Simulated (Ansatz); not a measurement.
# H7NO6Si2: up Jacob's ladder to CCSD(T)

The task here is to estimate one member of a computed series from the others.

The runs use Ansatz 0.2.0, Gaussian basis; functionals in def2-TZVPP, the program's frozen cores in correlated methods.

The runs, in order: LDA (SPW92), PBE-D4, revPBE-D4, BLYP-D4, r2SCAN-D4, B97M-V, PBE0-D4, B3LYP-D4, r2SCANh-D4, r2SCAN0-D4, HSE06-D4, BHLYP-D4, CAM-B3LYP-D4, LC-ωPBE, ωB97X-V, ωB97M-V, B2PLYP, PBE-QIDH; CCSD(T)/def2-SVP; CCSD(T)/def2-TZVPP; MP2/def2-QZVPP; extrapolation to the limit; RPA on PBE.

2 further runs of the same task are left out: 2 that didn't finish.

### The geometry

All runs share one geometry, relaxed beforehand with PBE0-D4 in a triple-zeta def2 set.

16 atoms, charge 0, spin multiplicity 1.

Atoms are counted from 1 here; the program's logs count them from 0.

Bond lengths: O1–Si2 1.627 Å, O1–H10 0.967 Å, Si2–O3 1.634 Å, Si2–O4 1.638 Å, Si2–N5 1.720 Å, O3–H11 0.958 Å, O4–H12 0.958 Å, N5–Si6 1.700 Å, N5–H13 1.012 Å, Si6–O7 1.638 Å, Si6–O8 1.634 Å, Si6–O9 1.647 Å, O7–H14 0.958 Å, O8–H15 0.958 Å, O9–H16 0.959 Å. Angles: Si2–O1–H10 114.4°, O1–Si2–O3 116.1°, O1–Si2–O4 107.8°, O1–Si2–N5 108.3°, O3–Si2–O4 104.4°, O3–Si2–N5 105.3°, O4–Si2–N5 115.3°, Si2–O3–H11 115.6°, Si2–O4–H12 115.8°, Si2–N5–Si6 132.6°, Si2–N5–H13 113.3°, Si6–N5–H13 114.1°, N5–Si6–O7 110.2°, N5–Si6–O8 117.5°, N5–Si6–O9 104.6°, O7–Si6–O8 104.4°, O7–Si6–O9 114.7°, O8–Si6–O9 105.8° and more.

The first run:

The input, in.yaml:

```yaml
crystal:
  periodic: [false, false, false]
  atoms:
    - {symbol: O, position_ang: [-0.674515, -0.979855, -1.805521]}
    - {symbol: Si, position_ang: [0.358835, 0.254975, -1.575503]}
    - {symbol: O, position_ang: [1.879002, 0.031763, -2.130572]}
    - {symbol: O, position_ang: [-0.199831, 1.540838, -2.422719]}
    - {symbol: N, position_ang: [0.527511, 0.508649, 0.117751]}
    - {symbol: Si, position_ang: [-0.252595, -0.171012, 1.466106]}
    - {symbol: O, position_ang: [0.791043, -0.289880, 2.722371]}
    - {symbol: O, position_ang: [-1.535434, 0.634017, 2.079482]}
    - {symbol: O, position_ang: [-0.842696, -1.609430, 0.923718]}
    - {symbol: H, position_ang: [-0.820476, -1.529856, -1.023977]}
    - {symbol: H, position_ang: [2.015209, 0.230689, -3.058236]}
    - {symbol: H, position_ang: [-1.152011, 1.647366, -2.439823]}
    - {symbol: H, position_ang: [1.237136, 1.191060, 0.350822]}
    - {symbol: H, position_ang: [1.643376, -0.689431, 2.542931]}
    - {symbol: H, position_ang: [-1.373786, 1.179300, 2.850162]}
    - {symbol: H, position_ang: [-1.600750, -1.949204, 1.403007]}
basis:
  gaussian: {orbitals: def2-TZVPP}
hamiltonian: {xc: lda}
output: {orbitals: {seedname: orbitals}}
```

Steps of the session up to this table: LDA; PBE-D4 (GGA); revPBE-D4 (GGA); BLYP-D4 (GGA); r2SCAN-D4 (meta-GGA); B97M-V (meta-GGA); PBE0-D4 (hybrid); B3LYP-D4 (hybrid); r2SCANh-D4 (hybrid); r2SCAN0-D4 (hybrid); HSE06-D4 (hybrid); BHLYP-D4 (hybrid); CAM-B3LYP-D4 (range-separated); LC-ωPBE (range-separated); ωB97X-V (range-separated); ωB97M-V (range-separated); B2PLYP (double hybrid); PBE-QIDH (double hybrid).

One table of the session follows, with a row left open; its other results are not shown here.

It belongs to the step «Frontier levels by functional». 

| functional | HOMO (eV) | gap (eV) |
| --- | --- | --- |
| LDA (SPW92) | -6.60 | 5.78 |
| PBE-D4 | -6.40 | 5.76 |
| revPBE-D4 | -6.32 | 5.79 |
| BLYP-D4 | -6.27 | 5.60 |
| r2SCAN-D4 | -6.74 | 6.75 |
| B97M-V | -6.82 | 6.41 |
| PBE0-D4 | -7.94 | 8.18 |
| B3LYP-D4 | -7.67 | 7.53 |
| r2SCANh-D4 | -7.32 | 7.59 |
| r2SCAN0-D4 | -8.18 | 8.83 |
| HSE06-D4 | -7.53 | 7.40 |
| BHLYP-D4 | -9.37 | 10.25 |
| CAM-B3LYP-D4 | -9.39 | 10.38 |
| LC-ωPBE | ? | ? |
| ωB97X-V | -10.42 | 12.54 |
| ωB97M-V | -10.33 | 12.00 |

Estimate the missing values for LC-ωPBE.

As computed: HOMO (eV): -10.80; gap (eV): 13.18. In the column «HOMO (eV)» it is the lowest.
